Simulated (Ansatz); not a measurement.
# MoS2: the dielectric function from several functionals

Aim: the dielectric function of MoS2 in the independent-particle picture, and how it depends on the functional and on the gap. The runs, in order: HSE06 for the gap; optics with PBE on 12×12×2; optics with r2SCAN on 12×12×2; optics with LDA on 12×12×2; optics with PBE and scissors to the HSE06 gap on 12×12×2; optics with PBE with spin-orbit coupling on 6×6×2.

Method: plane waves, PAW; no local fields, no excitons, in Ansatz 0.2.0.

## Step 1: The starting structure

Symmetry: P6_3/mmc, No. 194, hexagonal system. Conventional cell: a = 3.173 Å, b = 3.173 Å, c = 12.436 Å, α = 90.00°, β = 90.00°, γ = 120.00°. Around Mo (site symmetry -6m2) lie 6 S at 2.40 Å. Around S (site symmetry 3m) lie 3 Mo at 2.40 Å.

As a file:

```
Mo S
1.0
     3.17302    0.00000    0.00000
    -1.58651    2.74792    0.00000
     0.00000    0.00000   12.43591
Mo S
2 4
Cartesian
  0.0000 1.8319 3.1090
  1.5865 0.9160 9.3269
  0.0000 1.8319 7.7712
  1.5865 0.9160 1.5533
  0.0000 1.8319 10.8827
  1.5865 0.9160 4.6647
```

The cell was relaxed beforehand with r2SCAN+rVV10; those runs aren't shown. No spin polarisation is used; should the compound be magnetic, its bands and low-energy spectrum would differ.

## Step 2: A hybrid for the gap

File input.yaml:

```yaml
crystal:
  lattice:
    - [3.1730194941, 0.0, 0.0]
    - [-1.586509747, 2.7479154886, 0.0]
    - [0.0, 0.0, 12.4359056939]
  atoms:
    - { symbol: Mo, position: [0.3333333333, 0.6666666667, 0.25] }
    - { symbol: Mo, position: [0.6666666667, 0.3333333333, 0.75] }
    - { symbol: S, position: [0.3333333333, 0.6666666667, 0.6249005388] }
    - { symbol: S, position: [0.6666666667, 0.3333333333, 0.1249005388] }
    - { symbol: S, position: [0.3333333333, 0.6666666667, 0.8750994612] }
    - { symbol: S, position: [0.6666666667, 0.3333333333, 0.3750994612] }
kpoints:
  mp_grid: { grid: [6, 6, 2] }
  band_path:
    path:
      - [0.0, 0.0, 0.0]
      - [0.5, 0.0, 0.0]
      - [0.3333333333, 0.3333333333, 0.0]
      - [0.0, 0.0, 0.5]
      - [0.5, 0.0, 0.5]
      - [0.3333333333, 0.3333333333, 0.5]
      - [0.177083, 0.177083, 0.0]
    npoints: 1
hamiltonian:
  xc: hse06
scf:
  occupations: { method: fixed }
  n_extra_bands: 5
output:
  forces: true
  stress: true
  eigenvalues: true
  write_density: true
  write_potential: true
  elf: true
  volumetric_format: npy
```

Run with:

```console
> ansatz run input.yaml --threads 4 --pin off --max-ram 5529MiB --backend cpu --events-out ev --progress --plain --runs-dir out
```

After this run come: Optics, PBE; Optics, r2SCAN; Optics, LDA; Optics, PBE with a scissors shift; Optics, PBE with spin-orbit coupling.

Before running them: what should the planned runs give, taken together? Wanted: ε∞, PBE; ε∞, r2SCAN; ε∞, LDA; ε∞, PBE with spin-orbit coupling; tallest peak of ε₂, PBE; tallest peak of ε₂, r2SCAN; tallest peak of ε₂, LDA; tallest peak of ε₂, PBE with spin-orbit coupling; HSE06 direct gap.

**Answer**, as computed:

| quantity | value |
| --- | --- |
| ε∞, PBE | 16.00 (xx, yy), 9.53 (zz) |
| ε∞, r2SCAN | 14.85 (xx, yy), 8.83 (zz) |
| ε∞, LDA | 16.31 (xx, yy), 9.85 (zz) |
| ε∞, PBE + 0.46 eV scissors | 14.27 (xx, yy), 8.87 (zz) |
| ε∞, PBE with spin-orbit coupling | 15.77 (xx, yy), 9.30 (zz) |
| tallest peak of ε₂, PBE | 22.2 at 2.85 eV |
| tallest peak of ε₂, r2SCAN | 21.1 at 3.05 eV |
| tallest peak of ε₂, LDA | 22.2 at 2.85 eV |
| tallest peak of ε₂, PBE + 0.46 eV scissors | 22.2 at 3.35 eV |
| tallest peak of ε₂, PBE with spin-orbit coupling | 21.6 at 2.90 eV (complete to 10.7 eV) |
| HSE06 direct gap | 2.09 eV |

In words: From PBE with spin-orbit coupling to PBE + 0.46 eV scissors the direct gap grows from 1.60 to 2.09 eV, and ε∞ goes from 13.61 to 12.47 (mean of the axes). Spin-orbit coupling moves the direct gap by -0.04 eV; ε∞ doesn't compare between these two runs, as the bands summed differ. The meshes differ between the runs, and peak heights and places move with the mesh, so part of any difference isn't the level's. The response is anisotropic: with PBE ε∞ is 16.00 (xx, yy), 9.53 (zz). Local fields and excitons are left out: both change ε∞, and without excitons the onset lacks its lines.
